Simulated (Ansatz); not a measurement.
# SnW: the cost of one run

Program: Ansatz 0.2.0. Level of theory: DFT PBE, scalar-relativistic, plane waves, PAW. These are calculated values, not measurements.

## 1. The structure to begin with

The structure is cubic, space group Fd-3m (No. 227). Conventional cell: a = 7.107 Å, b = 7.107 Å, c = 7.107 Å, α = 90.00°, β = 90.00°, γ = 90.00°. Sn (site symmetry -43m) has 4 Sn at 3.08 Å and 4 W at 3.08 Å as nearest neighbours. W (site symmetry -43m) is surrounded by 4 Sn at 3.08 Å and 4 W at 3.08 Å.

Coordinates:

```
Sn W
1.0
     0.00000    3.55326    3.55326
     3.55326    0.00000    3.55326
     3.55326    3.55326    0.00000
Sn W
2 2
Direct
  0.50000 0.50000 0.50000
  0.75000 0.75000 0.75000
  0.00000 0.00000 0.00000
  0.25000 0.25000 0.25000
```

This is candidate A: NaTl (B32) type (Fd-3m, No. 227).

(A quick probe on a coarse mesh, which set the mesh and smearing, is not shown.)

## 3. Coarse relaxation (candidate A)

input.yaml reads:

```yaml
crystal:
  lattice:
    - [0.0, 3.5532585851, 3.5532585851]
    - [3.5532585851, 0.0, 3.5532585851]
    - [3.5532585851, 3.5532585851, 0.0]
  atoms:
    - { symbol: Sn, position: [0.5, 0.5, 0.5] }
    - { symbol: Sn, position: [0.75, 0.75, 0.75] }
    - { symbol: W, position: [0.0, 0.0, 0.0] }
    - { symbol: W, position: [0.25, 0.25, 0.25] }
basis:
  ecutwfc: 420
kpoints:
  mp_grid: { grid: [4, 4, 4] }
hamiltonian:
  xc: pbe
scf:
  occupations: { method: gaussian, width: 0.1 }
  lower_state_search: "off"
output:
  forces: true
  stress: true
  eigenvalues: true
relax:
  adjacent_minimum: "off"
  f_tol: 0.04
  max_steps: 70
  cell: { stress_tol: 0.4 }
```

What time and memory should one allow on 1 thread of an Arm CPU, shared host?

About 4.5 s, with a peak of 0.35 GiB.
